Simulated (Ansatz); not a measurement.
**CH2NSb (SMILES N#[C][SbH2]): one structure at several levels**

The atoms stand at a structure displaced at random from a GFN2-xTB minimum. How far do the functionals agree with CCSD(T) there?

Computed with Ansatz 0.2.0, Gaussian basis. Level: single points in def2-TZVPP.

Cores are frozen in the correlated methods. Filled d shells of the heavier atoms are correlated. Core potentials replace the inner electrons past krypton, and spin-orbit coupling is left out. B3LYP uses VWN-RPA correlation.

## (1) Starting geometry

SMILES `N#[C][SbH2]`, 5 atoms, charge 0, spin multiplicity 1.

Atoms are counted from 1 here; the program's logs count them from 0.

Bond lengths: N1–C2 1.093 Å, C2–Sb3 2.186 Å, Sb3–H4 1.655 Å, Sb3–H5 1.775 Å. Angles: N1–C2–Sb3 175.8°, C2–Sb3–H4 87.0°, C2–Sb3–H5 83.7°, H4–Sb3–H5 87.2°.

Coordinates:

```xyz
5

N     1.2130   -1.1806    1.3657
C     0.7859   -0.6391    0.5180
Sb   -0.1584    0.3139   -1.2081
H    -1.6093   -0.1447   -0.5567
H    -0.2268    1.7308   -0.1417
```

## (2) CCSD(T)/def2-TZVPP

run/in.yaml

```yaml
crystal:
  periodic: [false, false, false]
  atoms:
    - {symbol: N, position_ang: [1.213000, -1.180600, 1.365700]}
    - {symbol: C, position_ang: [0.785900, -0.639100, 0.518000]}
    - {symbol: Sb, position_ang: [-0.158400, 0.313900, -1.208100]}
    - {symbol: H, position_ang: [-1.609300, -0.144700, -0.556700]}
    - {symbol: H, position_ang: [-0.226800, 1.730800, -0.141700]}
basis:
  gaussian: {orbitals: def2-TZVPP}
correlation: {method: ccsd_t}
output: {forces: true}
```

No record of the launch command was kept for these runs.

## (3) PBE0-D4/def2-TZVPP

Changes to run/in.yaml since step 2:

```diff
@@ -10,3 +10,3 @@
   gaussian: {orbitals: def2-TZVPP}
-correlation: {method: ccsd_t}
-output: {forces: true}
+hamiltonian: {xc: pbe0, dispersion: d4}
+output: {forces: true, orbitals: {seedname: orbitals}}
```

## (4) wB97M-V/def2-TZVPP

Changes to run/in.yaml since step 3:

```diff
@@ -10,3 +10,3 @@
   gaussian: {orbitals: def2-TZVPP}
-hamiltonian: {xc: pbe0, dispersion: d4}
-output: {forces: true, orbitals: {seedname: orbitals}}
+hamiltonian: {xc: {name: wB97M-V}}
+output: {forces: true}
```

## (5) r2SCAN-D4/def2-TZVPP

Changes to run/in.yaml since step 4:

```diff
@@ -10,3 +10,3 @@
   gaussian: {orbitals: def2-TZVPP}
-hamiltonian: {xc: {name: wB97M-V}}
+hamiltonian: {xc: r2scan, dispersion: d4}
 output: {forces: true}
```

## (6) PBE-D4/def2-TZVPP

Changes to run/in.yaml since step 5:

```diff
@@ -10,3 +10,3 @@
   gaussian: {orbitals: def2-TZVPP}
-hamiltonian: {xc: r2scan, dispersion: d4}
+hamiltonian: {xc: pbe, dispersion: d4}
 output: {forces: true}
```

## (7) B3LYP-D4/def2-TZVPP

Changes to run/in.yaml since step 6:

```diff
@@ -10,3 +10,3 @@
   gaussian: {orbitals: def2-TZVPP}
-hamiltonian: {xc: pbe, dispersion: d4}
+hamiltonian: {xc: {name: B3LYP}, dispersion: d4}
 output: {forces: true}
```

## (8) BLYP-D4/def2-TZVPP

Changes to run/in.yaml since step 7:

```diff
@@ -10,3 +10,3 @@
   gaussian: {orbitals: def2-TZVPP}
-hamiltonian: {xc: {name: B3LYP}, dispersion: d4}
+hamiltonian: {xc: {name: BLYP}, dispersion: d4}
 output: {forces: true}
```

(Steps that only read results are left out.)

What does the calculation give? Wanted: energy less free atoms, CCSD(T)/def2-TZVPP; RMS force component; RMS force error; HOMO and LUMO, PBE0-D4; T1 diagnostic.

The runs gave:

```
                                  quantity                                                                                            value
energy less free atoms, CCSD(T)/def2-TZVPP                                                                                  -372.6 kcal/mol
                       RMS force component                                                             3.392 to 4.014 eV/Å over the methods
                           RMS force error  PBE0-D4 0.556, wB97M-V 0.633, r2SCAN-D4 0.402, PBE-D4 0.248, B3LYP-D4 0.636, BLYP-D4 0.354 eV/Å
                    HOMO and LUMO, PBE0-D4                                                                               -8.67 and -1.64 eV
                             T1 diagnostic                                                                                            0.015
```

In words: Against CCSD(T) the functionals' energies less atoms differ by -32.4 to -11.1 kcal/mol, PBE-D4 by -32.4 kcal/mol. CCSD(T) in triple zeta still lacks some correlation energy of the bonds, so part of these gaps is its own basis error and they don't rank the functionals. The forces of PBE-D4 come nearest to CCSD(T), those of B3LYP-D4 are farthest. Frozen-core CCSD(T) forces in triple zeta carry basis errors of their own, and this is one geometry, so small gaps rank nothing.
